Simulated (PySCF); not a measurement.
# HfOH2: relaxation and vibrations of the singlet

The task is one start of a wider search on HfOH2: the singlet, built as T-shaped (ligand arrangement 1). It is relaxed, tested by its Hessian and followed downhill if it is a saddle.

Computed with PySCF 2.14.0. Level: PBE0, basis Hf def2-TZVP with ECP60, O def2-TZVP, H def2-TZVP, scalar-relativistic core potentials, no spin–orbit coupling, density fitting.

### 1 Where the work starts

4 atoms, charge 0, spin multiplicity 1.

Bond lengths: Hf1–O2 1.850 Å, Hf1–H3 1.840 Å, Hf1–H4 1.840 Å. Angles: O2–Hf1–H3 88.0°, O2–Hf1–H4 176.0°, H3–Hf1–H4 88.0°.

Coordinates in bohr (charge 0 multiplicity 1):
```
Hf    0.2646    0.0000   -0.0282
O    -3.2293    0.0000    0.0939
H     0.2646    0.0000    3.4489
H     3.7396    0.0000    0.0931
```

### 2 T-shaped (ligand arrangement 1) start, singlet: relaxation

The steps below are one call of a driver around PySCF. For each, scf.py gives the equivalent set-up of the SCF; relaxations use the driver's own optimiser. Before each start the driver seeks the lowest SCF state from one or more starting densities and follows internal instabilities, so scf.py alone need not reach the same state.

The program finds Cs symmetry in the start, which this walk keeps. The walk stops when the largest gradient is under 0.0003 Eh/bohr and the energy has settled too.

Contents of scf.py:

```python
from pyscf import gto, scf, dft
mol = gto.M(atom='''
Hf     0.140029     0.000000    -0.014914
O     -1.708871     0.000000     0.049686
H      0.140029     0.000000     1.825086
H      1.978929     0.000000     0.049286''',
    basis={'Hf': 'def2-TZVP', 'O': 'def2-TZVP', 'H': 'def2-TZVP'},
    ecp={'Hf': 'def2-TZVP'},
    charge=0, spin=0)
mf = dft.RKS(mol, xc='PBE0')
mf.grids.atom_grid = (50, 194)
aux = {'Hf': 'def2-universal-JKFIT', 'O': 'def2-universal-JKFIT', 'H': 'def2-universal-JKFIT'}
mf = mf.density_fit(auxbasis=aux)
mf.kernel()
```

Further steps of the session: Vibrations and properties at this point; Leaving the saddle point; Vibrations and properties at this point.

**Question.** What will these runs give? Wanted: minimum; geometry; wavenumbers; dipole moment; highest occupied, lowest empty level; polar-tensor charge of Hf1; zero-point energy; atomisation energy.

The runs gave:

| quantity | value |
| --- | --- |
| minimum | singlet, Cs |
| geometry | Hf–H 1.863 Å (×2), Hf–O 1.737 Å; H–Hf–H 109.1°, H–Hf–O 104.7° (×2) |
| wavenumbers (cm⁻¹) | 438 (a'), 526 (a''), 636 (a'), 965 (a'), 1666 (a''), 1697 (a') |
| dipole moment | 5.90 D |
| highest occupied, lowest empty level | -7.86, -2.71 eV |
| polar-tensor charge of Hf1 | +1.61 e |
| zero-point energy | 35.5 kJ/mol |
| entropy at 298.15 K | 271.5 J/(mol K) |
| atomisation energy (no zero-point energy) | 1305 kJ/mol |

In words: The T-shaped (ligand arrangement 1) start (Cs) ends in a minimum of Cs symmetry, after a first stop at a saddle point 25.9 kJ/mol higher, from which it was pushed off along an imaginary mode. The strongest infrared band lies at 1666 cm⁻¹ (a'', stretch). With 5.9 D the molecule is strongly polar. Only this shape and spin were tried, so other structures or states may lie lower. A two-component treatment could change these values noticeably.
